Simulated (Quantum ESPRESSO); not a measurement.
A calculation with Quantum ESPRESSO 7.5 of ScNb (ASE script, structure typed inline):

run.py

```python
import numpy as np
from ase.calculators.espresso import Espresso, EspressoProfile
from ase import Atoms

atoms = Atoms(['Nb', 'Sc'],
              cell=[[3.0656443612, 0.0, 0.0], [-1.5328221806, 2.6549258957, 0.0], [0.0, 0.0, 5.072194]],
              scaled_positions=[[0.3333333333, 0.6666666667, 0.5], [0.0, 0.0, 0.0]],
              pbc=True)

input_data = {
    'control': {'calculation': 'scf', 'prefix': 'pwscf', 'outdir': './tmp', 'tprnfor': True, 'tstress': True, 'disk_io': 'nowf'},
    'system': {'ecutwfc': 60.0, 'ecutrho': 440.0, 'nbnd': 19, 'occupations': 'smearing', 'smearing': 'fd', 'degauss': 0.00367493},
    'electrons': {'conv_thr': 4e-10, 'electron_maxstep': 120, 'mixing_beta': 0.5},
}
pseudopotentials = {'Sc': 'Sc_ONCV_PBE-1.0.oncvpsp.upf', 'Nb': 'Nb.pbe-spn-kjpaw_psl.0.3.0.UPF'}
profile = EspressoProfile(command='pw.x', pseudo_dir='pseudo')
dft = Espresso(profile=profile, input_data=input_data, pseudopotentials=pseudopotentials, kpts=(10, 10, 5), koffset=(0, 0, 0))
atoms.calc = dft

print(f'energy {atoms.get_potential_energy():.8f} eV')
print('forces (eV/A)')
print(np.round(atoms.get_forces(), 6))
print('stress (eV/A^3, Voigt)')
print(np.round(atoms.get_stress(), 8))
print(f'Fermi level {dft.get_fermi_level():.4f} eV')
```

Potentials or basis: SSSP 1.3 efficiency PBE.

Launch:

```console
$ OMP_NUM_THREADS=1 python run.py
```

The cell comes from a database or a generator and needn't be the stable form of this composition.

**Question.** Write the same calculation in another form: native input, structure typed inline.

**Answer.** As run:

File pw.in:

```
&CONTROL
  calculation = 'scf'
  prefix = 'pwscf'
  outdir = './tmp'
  pseudo_dir = './pseudo'
  tprnfor = .true.
  tstress = .true.
  disk_io = 'low'
/
&SYSTEM
  ibrav = 0
  nat = 2
  ntyp = 2
  ecutwfc = 60
  ecutrho = 440
  nbnd = 19
  occupations = 'smearing'
  smearing = 'fd'
  degauss = 0.00367493
/
&ELECTRONS
  conv_thr = 4d-10
  electron_maxstep = 120
  mixing_beta = 0.5
/
ATOMIC_SPECIES
Nb    92.9064 Nb.pbe-spn-kjpaw_psl.0.3.0.UPF
Sc    44.9559 Sc_ONCV_PBE-1.0.oncvpsp.upf
CELL_PARAMETERS angstrom
   3.0656443612    0.0000000000    0.0000000000
  -1.5328221806    2.6549258957    0.0000000000
   0.0000000000    0.0000000000    5.0721940000
ATOMIC_POSITIONS crystal
Nb     0.3333333333    0.6666666667    0.5000000000
Sc     0.0000000000    0.0000000000    0.0000000000
K_POINTS automatic
10 10 5 0 0 0
```

pp_density.in

```
&INPUTPP
  prefix = 'pwscf'
  outdir = './tmp'
  filplot = 'density.dat'
  plot_num = 0
/
&PLOT
  nfile = 1
  filepp(1) = 'density.dat'
  iflag = 3
  output_format = 6
  fileout = 'density.cube'
/
```

Contents of pp_potential.in:

```
&INPUTPP
  prefix = 'pwscf'
  outdir = './tmp'
  filplot = 'potential.dat'
  plot_num = 11
/
&PLOT
  nfile = 1
  filepp(1) = 'potential.dat'
  iflag = 3
  output_format = 6
  fileout = 'potential.cube'
/
```

Potentials or basis: SSSP 1.3 efficiency PBE.

Command:

```bash
$ OMP_NUM_THREADS=1 pw.x -in pw.in > pw.out
$ OMP_NUM_THREADS=1 pp.x -in pp_density.in > pp_density.out
$ OMP_NUM_THREADS=1 pp.x -in pp_potential.in > pp_potential.out
```

Both were run:

|  | ASE script, structure typed inline | native input, structure typed inline |
| --- | --- | --- |
| Pressure | -0.1 GPa | -0.1 GPa |
| Band gap on the k mesh | none (metal or under the smearing width) | none (metal or under the smearing width) |

Keys that steer only the numerical path or the files written may differ.
